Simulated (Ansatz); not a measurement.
# LuPd: the cost of one run

Method: DFT PBEsol, scalar-relativistic, plane waves, PAW, in Ansatz 0.2.0.

2 further runs of the same task are left out: 1 for a known fault of the program, 1 set aside as unsound or not needed.

### Step 1. The structure to begin with

The structure is cubic, space group Pm-3m (No. 221). The conventional cell has a = 3.390 Å, b = 3.390 Å, c = 3.390 Å, α = 90.00°, β = 90.00°, γ = 90.00°. Lu (site symmetry m-3m) has 8 Pd at 2.94 Å in its first shell of neighbours. Pd (site symmetry m-3m) is surrounded by 8 Lu at 2.94 Å.

Coordinates:

```cif
data_structure
_symmetry_space_group_name_H-M 'Pm-3m'
_symmetry_Int_Tables_number 221
_cell_length_a 3.3898
_cell_length_b 3.3898
_cell_length_c 3.3898
_cell_angle_alpha 90.000
_cell_angle_beta 90.000
_cell_angle_gamma 90.000
_cell_volume 38.95
loop_
_atom_site_label
_atom_site_type_symbol
_atom_site_symmetry_multiplicity
_atom_site_Wyckoff_symbol
_atom_site_fract_x
_atom_site_fract_y
_atom_site_fract_z
_atom_site_occupancy
Lu1 Lu 1 a 0.00000 0.00000 0.00000 1
Pd1 Pd 1 b 0.50000 0.50000 0.50000 1
```

It is the result of an earlier relaxation at this level (volume 19.48 Å³/atom; gap on the mesh: none (metal)).

### Step 2. Cutting the slab

Planes are indexed in the bulk's conventional cell (Pm-3m (No. 221)), a = 3.390 Å, b = 3.390 Å, c = 3.390 Å, α = 90.00°, β = 90.00°, γ = 90.00°.

A (110) slab, 4.8 Å thick as cut, with 17 Å of vacuum; its outer planes are LuPd (top) and LuPd (bottom).

The slab as cut. Its planes from the bottom up:

| plane | atoms per cell | height over the lowest (Å) |
| --- | --- | --- |
| 1 | LuPd | 0.00 |
| 2 | LuPd | 2.40 |
| 3 | LuPd | 4.79 |

### Step 3. The clean surface, relaxed

The input, input.yaml:

```yaml
crystal:
  lattice:
    - [3.3897775192, 0.0, 0.0]
    - [0.0, 4.7938693411, 0.0]
    - [0.0, 0.0, 21.7938693411]
  atoms:
    - { symbol: Lu, position: [0.0, 0.5, 0.3900179389] }
    - { symbol: Pd, position: [0.5, 0.0, 0.3900179389] }
    - { symbol: Lu, position: [0.0, 0.0, 0.5] }
    - { symbol: Pd, position: [0.5, 0.5, 0.5] }
    - { symbol: Lu, position: [0.0, 0.5, 0.6099820611] }
    - { symbol: Pd, position: [0.5, 0.0, 0.6099820611] }
basis:
  ecutwfc: 420
kpoints:
  mp_grid: { grid: [9, 6, 1] }
hamiltonian:
  xc: pbesol
scf:
  occupations: { method: gaussian, width: 0.1 }
output:
  forces: true
  eigenvalues: true
relax:
  adjacent_minimum: "off"
  f_tol: 0.03
  max_steps: 70
  constraints: [{ sites: [0, 1] }]
efield:
  axis: 3
  dipole_correction: true
  ramp_width: 0.04
```

Command:

```console
ansatz run input.yaml --threads 4 --pin off --max-ram 10240MiB --backend cpu --events-out ev --progress --plain --runs-dir out
```

**Question.** How long does this run take on 4 threads of Arm Neoverse V2, shared host, and how much memory does it need?

About 70 s, with a peak of 1 GiB.
